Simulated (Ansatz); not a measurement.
## Ag: single point with PBE

The system is Ag, a slab with vacuum.

```
Ag
1.0
     2.88938    0.00000    0.00000
     0.00000    2.88938    0.00000
     0.00000    0.00000   25.21550
Ag
6
Direct
  0.50000 0.50000 0.29744
  0.00000 0.00000 0.37846
  0.50000 0.50000 0.45949
  0.00000 0.00000 0.54051
  0.50000 0.50000 0.62154
  0.00000 0.00000 0.70256
```

The cell isn't the ideal one: the (1 0 0) slab of Ag, cut from the database cell, not relaxed.

```yaml
Program: Ansatz 0.2.0
Task: single point
Functional: PBE
Potentials_or_basis: Ansatz PAW
Cutoff: "420 eV (not typed: the program's choice for these potentials)"
k_mesh: 9 × 9 × 1
Occupations: fermi-dirac, width 0.05 eV
Spin: no spin polarisation
```

```
Largest force                   : 0.169 eV/Å
Band gap on the k mesh          : none (metal or under the smearing width)
Work function of the upper face : 4.30 eV
Work function of the lower face : 4.30 eV
Dipole across the slab          : 0.000 e·Å
```

Forces on the atoms (eV/Å):
```
Ag   0.000  0.000 -0.089
Ag   0.000  0.000 -0.169
Ag   0.000  0.000 -0.036
Ag   0.000  0.000  0.036
Ag   0.000  0.000  0.169
Ag   0.000  0.000  0.089
```

Levels at points of the mesh, in eV from the Fermi level:
```
           k point  band 55  band 56  band 57  band 58  band 59  band 60  band 61  band 62
(0.00, 0.00, 0.00)    -2.90    -2.89    -2.79    -2.79    -1.30     0.48     1.44     4.12
```

Wall time 3.8 s on 4 threads of Arm Neoverse V2 (shared host), peak memory 0.6 GiB.
